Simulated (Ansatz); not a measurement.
The system is LuAs.

```xyz
2
Lattice="0.0000 2.8382 2.8382 2.8382 0.0000 2.8382 2.8382 2.8382 0.0000" Properties=species:S:1:pos:R:3 pbc="T T T"
Lu    2.8382    2.8382    2.8382
As    0.0000    0.0000    0.0000
```

The cell is a database's computed one.

```yaml
Program: Ansatz 0.2.0
Task: relaxation of cell and atoms
Functional: revPBE
Dispersion: D3(BJ)
Potentials_or_basis: Ansatz PAW
Cutoff: "420 eV (not typed: the program's choice for these potentials)"
k_mesh: 8 × 8 × 8
Occupations: fermi-dirac, width 0.05 eV
Spin: no spin polarisation
```

At the start: volume 22.86 Å³/atom.

Q: How do energy, volume and symmetry change on relaxing?

A: It ends after 4 steps and the volume is 21.98 Å³/atom (-3.9 %); space group Fm-3m (No. 225, to 0.05 Å).

Step by step:
```csv
step,energy change (eV),largest force (eV/Å),volume (Å³)
1,0.0000,0.0000,45.73
2,-0.0184,0.0000,44.07
3,-0.0185,0.0000,43.95
4,-0.0181,0.0000,43.95
```

Final structure:
```
Lu As
1.0
     0.00000    2.80103    2.80103
     2.80103    0.00000    2.80103
     2.80103    2.80103    0.00000
Lu As
1 1
Direct
  0.50000 0.50000 0.50000
  0.00000 0.00000 0.00000
```

Caveat: the plane-wave basis is chosen anew once the cell has moved, so the energies of steps on either side of that aren't comparable; the PAW data sets come from PBE, with cores solved anew for the run's functional, which leaves a small shift of forces and pressure.
